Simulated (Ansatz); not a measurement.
**AlH₂I (SMILES [AlH2][I]): one structure at several levels**

An exercise on one series of results from a longer session: the logs are not shown, and one member is left open.

Program: Ansatz 0.2.0, Gaussian basis. Level of theory: single points in def2-TZVPP. These are calculated values, not measurements.

Correlated methods freeze the cores. Filled d shells of the heavier atoms are correlated. Core potentials replace the inner electrons past krypton, and spin-orbit coupling is left out.

## The system as given

SMILES `[AlH2][I]`, 4 atoms, charge 0, spin multiplicity 1.

Atoms are counted from 1 here; the program's logs count them from 0.

Bond lengths: Al1–I2 2.590 Å, Al1–H3 1.512 Å, Al1–H4 1.558 Å. Angles: I2–Al1–H3 122.3°, I2–Al1–H4 121.5°, H3–Al1–H4 116.2°.

Geometry (Å):

| atom | x (Å) | y (Å) | z (Å) |
| --- | --- | --- | --- |
| Al1 | -0.1847 | 0.0375 | -0.1072 |
| I2 | 2.0085 | -0.6515 | 1.0854 |
| H3 | -1.5218 | -0.5770 | 0.2404 |
| H4 | -0.2000 | 1.1399 | -1.2080 |

Set-up of the first run:

Contents of run/in.yaml:

```yaml
crystal:
  periodic: [false, false, false]
  atoms:
    - {symbol: Al, position_ang: [-0.184700, 0.037500, -0.107200]}
    - {symbol: I, position_ang: [2.008500, -0.651500, 1.085400]}
    - {symbol: H, position_ang: [-1.521800, -0.577000, 0.240400]}
    - {symbol: H, position_ang: [-0.200000, 1.139900, -1.208000]}
basis:
  gaussian: {orbitals: def2-TZVPP}
correlation: {method: ccsd_t}
output: {forces: true}
```

No record of the launch command was kept for these runs.

Among the steps run: CCSD(T)/def2-TZVPP; PBE0-D4/def2-TZVPP; wB97M-V/def2-TZVPP; r2SCAN-D4/def2-TZVPP; PBE-D4/def2-TZVPP; BHLYP-D4/def2-TZVPP; r2SCAN0-D4/def2-TZVPP.

One of the session's tables, all rows but one given; the rest of the session is left out.

| method | RMS force component (eV/Å) | angle to CCSD(T) forces (°) | dipole (D) |
| --- | --- | --- | --- |
| CCSD(T) | 0.601 | reference | 1.13 |
| PBE0-D4 | ? | ? | ? |
| wB97M-V | 0.569 | 5.0 | 1.29 |
| r2SCAN-D4 | 0.596 | 2.2 | 1.10 |
| PBE-D4 | 0.607 | 9.5 | 0.99 |
| BHLYP-D4 | 0.542 | 7.4 | 1.30 |
| r2SCAN0-D4 | 0.599 | 2.5 | 1.22 |

Q: Estimate the row for PBE0-D4 from the others.

As computed: RMS force component (eV/Å): 0.610; angle to CCSD(T) forces (°): 2.5; dipole (D): 1.16. In the column «RMS force component (eV/Å)» it is the highest.
